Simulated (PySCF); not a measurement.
# B₂H₆Se₂ (-2): NMR shifts at several levels of theory

Aim: compute the NMR shifts of B₂H₆Se₂ (-2) (`[BH3-][Se][Se][BH3-]`) at several levels, and see how far they spread and what each costs.

The runs use PySCF 2.14.0, with density-fitted response routines of our own; the level of theory stands in each step. All values are computed, except where a source is named. Atoms are numbered from 0 throughout.

3 further runs of the same task are left out: 3 for a faulty analytic Hessian.

### 1 The molecule as given

10 atoms, charge -2, multiplicity 1; geometry from: GFN2-xTB.

Bonds of the start (Å): B0–Se1 2.14, Se1–Se2 2.37, Se2–B3 2.14, B0–H4 1.20, B0–H5 1.21, B0–H6 1.20, B3–H7 1.20, B3–H8 1.21, B3–H9 1.20.

### 2 Geometry optimisation at PBE0-D3(BJ)/def2-SVP

The job: settings as JSON, then the geometry in Å.

```
{"job": {"xc": "PBE0", "basis": "def2-SVP", "d3": "d3bj", "grid": 1, "kind": "geom"}, "charge": -2, "multiplicity": 1}
B      2.381940    -0.944420     0.629450
Se     0.803300    -0.503100    -0.743400
Se    -0.822670     0.779930     0.409920
B     -2.275480    -0.574350     1.200230
H      2.880470     0.094110     0.977860
H      3.153100    -1.603270    -0.035780
H      1.929570    -1.580820     1.541660
H     -2.758440    -1.188130     0.285140
H     -3.089550     0.161540     1.717930
H     -1.740170    -1.279740     2.012330
```

The log of the run:

```text
step   0  E = -4855.13708031  max force = 0.015808
step   1  E = -4855.14127186  max force = 0.007089
step   2  E = -4855.14231637  max force = 0.001533
step   3  E = -4855.14253847  max force = 0.000807
step   4  E = -4855.14260911  max force = 0.001121
step   5  E = -4855.14261514  max force = 0.001061
step   6  E = -4855.14263842  max force = 0.000570
step   7  E = -4855.14265217  max force = 0.000233
optimisation converged
```

It took 23 s on 4 threads of Intel Xeon 6975P-C (Granite Rapids), shared host.

Along the way:

```
step  energy from step 0 (eV)  largest force component (eV/Å)
   0                   0.0000                          0.8129
   1                  -0.1141                          0.3645
   2                  -0.1425                          0.0788
   3                  -0.1485                          0.0415
   4                  -0.1504                          0.0576
   5                  -0.1506                          0.0546
   6                  -0.1512                          0.0293
   7                  -0.1516                          0.0120
```

Distances of close pairs at the start and the end, largest changes first:

```
  bond  before (Å)  after (Å)  change (Å)
Se2–B3       2.138      2.091      -0.047
B0–Se1       2.138      2.092      -0.046
 B0–H6       1.201      1.241      +0.040
 B0–H4       1.204      1.243      +0.040
 B3–H7       1.203      1.243      +0.040
 B0–H5       1.213      1.253      +0.040
 B3–H9       1.202      1.241      +0.040
 B3–H8       1.213      1.253      +0.039
```

The final coordinates are the input of the step that follows.

```
                         at the end point                value
  point group (found at 0.08 Å tolerance)                   C2
rotational constants (GHz, main isotopes)  5.830, 1.311, 1.164
```

### 3 Shielding tensors: PBE0/pcSseg-2

The job: settings as JSON, then the geometry in Å.

```
{"job": {"kind": "nmr", "xc": "PBE0", "basis": "pcSseg-2", "pop": false}, "charge": -2, "multiplicity": 1}
B      2.611610    -0.878476     0.515431
Se     0.723172    -0.918947    -0.383909
Se    -0.710554     0.483072     0.929164
B     -2.509558    -0.547854     1.199768
H      3.090475     0.268997     0.529371
H      3.267392    -1.601106    -0.270071
H      2.598889    -1.377442     1.651295
H     -3.047183    -0.828364     0.114851
H     -3.190275     0.317183     1.798040
H     -2.371900    -1.555314     1.911399
```

With the program's defaults for keys left out, this is: GIAO PBE0/pcSseg-2 NMR shielding, non-relativistic, gas phase.

The log of the run:

```text
coarse grid: 39856 points
cycle   1  E = -4855.7562666420  dE = -2.190e+00  |g| = 1.299e+00  |ddm| = 2.310e+00
cycle   2  E = -4855.7734900820  dE = -1.722e-02  |g| = 9.352e-01  |ddm| = 1.668e+00
cycle   3  E = -4855.8767647566  dE = -1.033e-01  |g| = 1.814e-01  |ddm| = 7.464e-01
cycle   4  E = -4855.8835722690  dE = -6.808e-03  |g| = 4.781e-02  |ddm| = 1.990e-01
cycle   5  E = -4855.8843284860  dE = -7.562e-04  |g| = 1.004e-02  |ddm| = 7.575e-02
cycle   6  E = -4855.8843562065  dE = -2.772e-05  |g| = 1.890e-03  |ddm| = 1.153e-02
cycle   7  E = -4855.8843570590  dE = -8.526e-07  |g| = 5.566e-04  |ddm| = 2.913e-03
final grid: 80800 points
cycle   8  E = -4855.8842754519  dE = -6.583e-08  |g| = 6.525e-04  |ddm| = 2.201e-03
cycle   9  E = -4855.8842754271  dE =  2.479e-08  |g| = 8.190e-04  |ddm| = 1.412e-03
cycle  10  E = -4855.8842755243  dE = -9.716e-08  |g| = 6.585e-05  |ddm| = 6.896e-04
cycle  11  E = -4855.8842755253  dE = -9.713e-10  |g| = 2.229e-05  |ddm| = 8.603e-05
converged SCF energy = -4855.8842755253

GIAO shielding tensors (ppm)
atom      isotropic    diamagn.    paramagn.     s11        s22        s33       span
  0 B      125.966     179.226     -53.260    111.596    115.423    150.877     39.281
  1 Se    1757.159    3002.419   -1245.259   1143.722   1458.200   2669.556   1525.834
  2 Se    1753.761    3002.437   -1248.676   1138.648   1452.293   2670.342   1531.694
  3 B      126.028     179.139     -53.111    111.991    115.195    150.899     38.909
  4 H       29.335      28.829       0.505     25.713     27.131     35.160      9.447
  5 H       29.629      29.186       0.443     26.057     26.327     36.504     10.446
  6 H       29.206      28.677       0.529     25.625     27.377     34.615      8.990
  7 H       29.342      28.784       0.558     25.735     27.149     35.143      9.408
  8 H       29.638      29.173       0.465     25.982     26.398     36.534     10.552
  9 H       29.194      28.693       0.501     25.586     27.371     34.626      9.040
```

Wall time 24 s (4 threads of Intel Xeon 6975P-C (Granite Rapids), shared host).

Shifts follow as δ = σ(reference) − σ, with reference shieldings (ppm) from runs at the same level and on the same kind of geometry: 1H TMS 31.25, 11B BF3·OEt2 99.1, 77Se Me2Se 1766. The references are single molecules in the gas phase. Atoms listed in one row are averaged.

```
                 atoms                       environment  σ (ppm)  δ (ppm)
H4, H5, H6, H7, H8, H9  hydrogen on a boron bonded to Se    29.39     1.85
                B0, B3           boron bonded to Se, 3 H    126.0    -26.9
              Se1, Se2          selenium bonded to B, Se     1755       11
```

### 4 Shielding tensors: PBE/pcSseg-2

The job, as its differences from that of step 3:

```diff
@@ -1,2 +1,2 @@
-{"job": {"kind": "nmr", "xc": "PBE0", "basis": "pcSseg-2", "pop": false}, "charge": -2, "multiplicity": 1}
+{"job": {"kind": "nmr", "xc": "PBE", "basis": "pcSseg-2", "pop": false}, "charge": -2, "multiplicity": 1}
 B      2.611610    -0.878476     0.515431
```

Method: GIAO PBE/pcSseg-2 NMR shielding, non-relativistic, gas phase.

The log of the run:

```text
coarse grid: 39856 points
cycle   1  E = -4855.5196445671  dE = -2.100e+00  |g| = 1.586e+00  |ddm| = 2.371e+00
cycle   2  E = -4855.3102249229  dE =  2.094e-01  |g| = 1.498e+00  |ddm| = 2.674e+00
cycle   3  E = -4855.6731794340  dE = -3.630e-01  |g| = 4.193e-01  |ddm| = 1.869e+00
cycle   4  E = -4855.7259369833  dE = -5.276e-02  |g| = 1.194e-01  |ddm| = 5.454e-01
cycle   5  E = -4855.7298308560  dE = -3.894e-03  |g| = 4.572e-02  |ddm| = 2.501e-01
cycle   6  E = -4855.7304290836  dE = -5.982e-04  |g| = 8.792e-03  |ddm| = 7.573e-02
cycle   7  E = -4855.7304476881  dE = -1.860e-05  |g| = 2.427e-03  |ddm| = 1.530e-02
cycle   8  E = -4855.7304490492  dE = -1.361e-06  |g| = 9.127e-04  |ddm| = 4.738e-03
final grid: 80800 points
cycle   9  E = -4855.7303465996  dE =  1.006e-06  |g| = 2.179e-03  |ddm| = 4.369e-03
cycle  10  E = -4855.7303398190  dE =  6.781e-06  |g| = 5.352e-03  |ddm| = 9.010e-03
cycle  11  E = -4855.7303479465  dE = -8.128e-06  |g| = 1.784e-04  |ddm| = 6.425e-03
cycle  12  E = -4855.7303479568  dE = -1.022e-08  |g| = 2.544e-05  |ddm| = 2.455e-04
cycle  13  E = -4855.7303479569  dE = -1.419e-10  |g| = 6.850e-06  |ddm| = 2.908e-05
converged SCF energy = -4855.7303479569

GIAO shielding tensors (ppm)
atom      isotropic    diamagn.    paramagn.     s11        s22        s33       span
  0 B      121.192     179.971     -58.779    105.784    110.080    147.713     41.929
  1 Se    1628.280    3002.180   -1373.900    977.754   1306.460   2600.626   1622.872
  2 Se    1624.328    3002.198   -1377.869    971.201   1299.871   2601.914   1630.713
  3 B      121.256     179.882     -58.626    106.180    109.854    147.733     41.554
  4 H       29.103      28.879       0.224     25.544     26.897     34.869      9.325
  5 H       29.369      29.207       0.162     25.865     26.062     36.181     10.315
  6 H       28.973      28.734       0.239     25.444     27.213     34.260      8.816
  7 H       29.112      28.832       0.281     25.566     26.920     34.851      9.284
  8 H       29.381      29.194       0.187     25.780     26.150     36.212     10.433
  9 H       28.957      28.753       0.204     25.402     27.197     34.273      8.871
```

Run time: 17 s. Hardware: 4 threads of Intel Xeon 6975P-C (Granite Rapids), shared host.

Key values: δ B0 -28.5, Se1 52, H4 2.03 ppm (means over like atoms).

### 5 Shielding tensors: wB97X-D/pcSseg-2

The job, as its differences from that of step 4:

```diff
@@ -1,2 +1,2 @@
-{"job": {"kind": "nmr", "xc": "PBE", "basis": "pcSseg-2", "pop": false}, "charge": -2, "multiplicity": 1}
+{"job": {"kind": "nmr", "xc": "wB97X-D", "basis": "pcSseg-2", "pop": false}, "charge": -2, "multiplicity": 1}
 B      2.611610    -0.878476     0.515431
```

Method: GIAO wB97X-D/pcSseg-2 NMR shielding, non-relativistic, gas phase.

The log of the run:

```text
coarse grid: 39856 points
cycle   1  E = -4856.5617049224  dE = -2.244e+00  |g| = 1.231e+00  |ddm| = 2.252e+00
cycle   2  E = -4856.6206015371  dE = -5.890e-02  |g| = 7.483e-01  |ddm| = 9.857e-01
cycle   3  E = -4856.6479396146  dE = -2.734e-02  |g| = 1.445e-01  |ddm| = 2.118e-01
cycle   4  E = -4856.6494053560  dE = -1.466e-03  |g| = 2.469e-02  |ddm| = 9.611e-02
cycle   5  E = -4856.6495522212  dE = -1.469e-04  |g| = 7.428e-03  |ddm| = 4.677e-02
cycle   6  E = -4856.6495764030  dE = -2.418e-05  |g| = 1.682e-03  |ddm| = 1.810e-02
cycle   7  E = -4856.6495776715  dE = -1.268e-06  |g| = 3.122e-04  |ddm| = 5.271e-03
final grid: 80800 points
cycle   8  E = -4856.6490833273  dE = -2.916e-06  |g| = 7.622e-04  |ddm| = 4.639e-03
cycle   9  E = -4856.6490834187  dE = -9.134e-08  |g| = 5.342e-04  |ddm| = 1.030e-03
cycle  10  E = -4856.6490834535  dE = -3.479e-08  |g| = 9.068e-05  |ddm| = 3.375e-04
cycle  11  E = -4856.6490834565  dE = -3.060e-09  |g| = 3.864e-05  |ddm| = 2.447e-04
cycle  12  E = -4856.6490834572  dE = -7.258e-10  |g| = 1.327e-05  |ddm| = 9.594e-05
converged SCF energy = -4856.6490834572

GIAO shielding tensors (ppm)
atom      isotropic    diamagn.    paramagn.     s11        s22        s33       span
  0 B      127.363     177.903     -50.540    112.963    117.242    151.883     38.920
  1 Se    1783.679    3002.603   -1218.924   1169.347   1496.912   2684.778   1515.431
  2 Se    1780.585    3002.619   -1222.034   1164.110   1492.361   2685.284   1521.175
  3 B      127.432     177.828     -50.396    113.333    117.053    151.911     38.578
  4 H       29.488      28.847       0.641     25.859     27.311     35.295      9.436
  5 H       29.830      29.262       0.568     26.259     26.588     36.645     10.386
  6 H       29.359      28.684       0.675     25.780     27.529     34.768      8.988
  7 H       29.498      28.806       0.692     25.882     27.331     35.281      9.398
  8 H       29.838      29.254       0.584     26.189     26.651     36.675     10.486
  9 H       29.348      28.704       0.645     25.742     27.525     34.778      9.036
```

It took 32 s on 4 threads of Intel Xeon 6975P-C (Granite Rapids), shared host.

Key values: δ B0 -27.4, Se1 -38, H4 1.80 ppm (means over like atoms).

### 6 Shielding tensors: KT2/pcSseg-2

The job, as its differences from that of step 5:

```diff
@@ -1,2 +1,2 @@
-{"job": {"kind": "nmr", "xc": "wB97X-D", "basis": "pcSseg-2", "pop": false}, "charge": -2, "multiplicity": 1}
+{"job": {"kind": "nmr", "xc": "KT2", "basis": "pcSseg-2", "pop": false}, "charge": -2, "multiplicity": 1}
 B      2.611610    -0.878476     0.515431
```

With the program's defaults for keys left out, this is: GIAO KT2/pcSseg-2 NMR shielding, non-relativistic, gas phase.

The log of the run:

```text
coarse grid: 39856 points
cycle   1  E = -4876.1174409586  dE = -2.049e+00  |g| = 9.503e-01  |ddm| = 2.282e+00
cycle   2  E = -4875.9576285171  dE =  1.598e-01  |g| = 9.063e-01  |ddm| = 2.711e+00
cycle   3  E = -4876.2453600122  dE = -2.877e-01  |g| = 3.182e-01  |ddm| = 1.871e+00
cycle   4  E = -4876.2790904152  dE = -3.373e-02  |g| = 5.971e-02  |ddm| = 3.636e-01
cycle   5  E = -4876.2799316256  dE = -8.412e-04  |g| = 3.855e-02  |ddm| = 1.986e-01
cycle   6  E = -4876.2803361370  dE = -4.045e-04  |g| = 5.142e-03  |ddm| = 5.755e-02
cycle   7  E = -4876.2803392738  dE = -3.137e-06  |g| = 1.971e-03  |ddm| = 9.168e-03
final grid: 80800 points
cycle   8  E = -4876.2802438518  dE =  2.119e-06  |g| = 3.450e-03  |ddm| = 8.467e-03
cycle   9  E = -4876.2802332430  dE =  1.061e-05  |g| = 7.048e-03  |ddm| = 1.371e-02
cycle  10  E = -4876.2802469986  dE = -1.376e-05  |g| = 1.015e-03  |ddm| = 9.225e-03
cycle  11  E = -4876.2802473134  dE = -3.148e-07  |g| = 1.128e-04  |ddm| = 1.481e-03
cycle  12  E = -4876.2802473163  dE = -2.856e-09  |g| = 2.900e-05  |ddm| = 1.808e-04
cycle  13  E = -4876.2802473165  dE = -2.401e-10  |g| = 3.750e-06  |ddm| = 5.403e-05
converged SCF energy = -4876.2802473165

GIAO shielding tensors (ppm)
atom      isotropic    diamagn.    paramagn.     s11        s22        s33       span
  0 B      125.340     180.518     -55.178    110.475    114.626    150.918     40.443
  1 Se    1687.920    3007.038   -1319.118   1065.325   1389.207   2609.229   1543.904
  2 Se    1684.026    3007.055   -1323.030   1059.171   1382.552   2610.354   1551.183
  3 B      125.402     180.433     -55.031    110.868    114.401    150.938     40.069
  4 H       29.118      28.786       0.333     25.451     26.965     34.940      9.489
  5 H       29.341      28.757       0.583     25.804     26.015     36.203     10.399
  6 H       28.984      28.493       0.491     25.348     27.287     34.318      8.969
  7 H       29.128      28.751       0.377     25.475     26.989     34.918      9.443
  8 H       29.352      28.742       0.610     25.724     26.100     36.234     10.510
  9 H       28.969      28.498       0.471     25.303     27.270     34.334      9.032
```

Run time: 16 s. Hardware: 4 threads of Intel Xeon 6975P-C (Granite Rapids), shared host.

This run: δ B0 -27.1, Se1 45, H4 2.03 ppm (means over like atoms).

### 7 NMR shieldings: HF/pcSseg-2

The job, as its differences from that of step 6:

```diff
@@ -1,2 +1,2 @@
-{"job": {"kind": "nmr", "xc": "KT2", "basis": "pcSseg-2", "pop": false}, "charge": -2, "multiplicity": 1}
+{"job": {"kind": "nmr", "xc": "HF", "basis": "pcSseg-2", "pop": false}, "charge": -2, "multiplicity": 1}
 B      2.611610    -0.878476     0.515431
```

Level: GIAO HF/pcSseg-2 NMR shielding, non-relativistic, gas phase.

The log of the run:

```text
final grid: 80800 points
cycle   1  E = -4852.5000605034  dE = -2.258e+00  |g| = 7.782e-01  |ddm| = 2.232e+00
cycle   2  E = -4852.5586863349  dE = -5.863e-02  |g| = 3.215e-01  |ddm| = 7.854e-01
cycle   3  E = -4852.5652898612  dE = -6.604e-03  |g| = 6.276e-02  |ddm| = 1.304e-01
cycle   4  E = -4852.5663405372  dE = -1.051e-03  |g| = 1.779e-02  |ddm| = 8.582e-02
cycle   5  E = -4852.5664512037  dE = -1.107e-04  |g| = 4.675e-03  |ddm| = 3.172e-02
cycle   6  E = -4852.5664611010  dE = -9.897e-06  |g| = 1.212e-03  |ddm| = 1.011e-02
cycle   7  E = -4852.5664621726  dE = -1.072e-06  |g| = 3.253e-04  |ddm| = 3.610e-03
cycle   8  E = -4852.5664622734  dE = -1.008e-07  |g| = 9.840e-05  |ddm| = 1.204e-03
cycle   9  E = -4852.5664622841  dE = -1.069e-08  |g| = 4.038e-05  |ddm| = 3.446e-04
cycle  10  E = -4852.5664622865  dE = -2.412e-09  |g| = 1.747e-05  |ddm| = 1.882e-04
cycle  11  E = -4852.5664622871  dE = -6.203e-10  |g| = 8.598e-06  |ddm| = 1.082e-04
converged SCF energy = -4852.5664622871

GIAO shielding tensors (ppm)
atom      isotropic    diamagn.    paramagn.     s11        s22        s33       span
  0 B      134.760     174.269     -39.509    122.752    125.821    155.706     32.955
  1 Se    2015.158    3002.827    -987.669   1496.416   1785.870   2763.189   1266.774
  2 Se    2013.006    3002.851    -989.845   1493.761   1781.589   2763.668   1269.907
  3 B      134.822     174.187     -39.365    123.166    125.566    155.735     32.569
  4 H       30.001      28.834       1.167     26.225     27.847     35.931      9.705
  5 H       30.310      29.397       0.913     26.514     27.150     37.265     10.750
  6 H       29.877      28.724       1.153     26.114     28.038     35.479      9.365
  7 H       30.009      28.795       1.215     26.244     27.865     35.919      9.675
  8 H       30.316      29.385       0.931     26.467     27.189     37.294     10.827
  9 H       29.869      28.738       1.131     26.083     28.036     35.488      9.406
```

Run time: 17 s. Hardware: 4 threads of Intel Xeon 6975P-C (Granite Rapids), shared host.

Key values: δ B0 -20.3, Se1 -98, H4 1.62 ppm (means over like atoms).

### 8 Run by run: NMR shifts

Shifts (ppm), means over like atoms, with basis size and wall time:

```
             run    H4     B0  Se1  functions  time
   PBE0/pcSseg-2  1.85  -26.9   11        282  24 s
    PBE/pcSseg-2  2.03  -28.5   52        282  17 s
wB97X-D/pcSseg-2  1.80  -27.4  -38        282  32 s
    KT2/pcSseg-2  2.03  -27.1   45        282  16 s
     HF/pcSseg-2  1.62  -20.3  -98        282  17 s
```

### 9 Outcome

```
                                                                    quantity                 value
                                                                 point group                    C2
                                        rotational constants (main isotopes)  5.83, 1.31, 1.16 GHz
      1H shifts against TMS (PBE0/pcSseg-2, means over atoms taken as alike)              1.85 ppm
11B shifts against BF3·OEt2 (PBE0/pcSseg-2, means over atoms taken as alike)             -26.9 ppm
  77Se shifts against Me2Se (PBE0/pcSseg-2, means over atoms taken as alike)                11 ppm
                             range of the shift of Se1 (with its like atoms)         -98 to 52 ppm
```

**Reading.** Single values in the summary come from the first sound run of each kind (PBE0/pcSseg-2), which need not be the best level. The optimisation took 7 steps and gained 0.152 eV; among the close pairs (by a distance rule), Se2–B3 changed most, from 2.138 to 2.091 Å. At PBE0/pcSseg-2: Shielding is most anisotropic at Se1, Se2 (span 1529 ppm, paramagnetic term -1247 ppm). Across the 5 runs the shift of Se1 (with its like atoms) moves most, between -98 (HF/pcSseg-2) and 52 ppm (PBE/pcSseg-2). Spin-orbit coupling is left out, which matters for shieldings and couplings at and beside the heavy atoms. At PBE0/pcSseg-2 the HOMO lies above zero (+3.15 eV), as often for anions in the gas phase: self-interaction error lifts it, or the electron is held by the finite basis alone; counter-ions and solvent are missing.
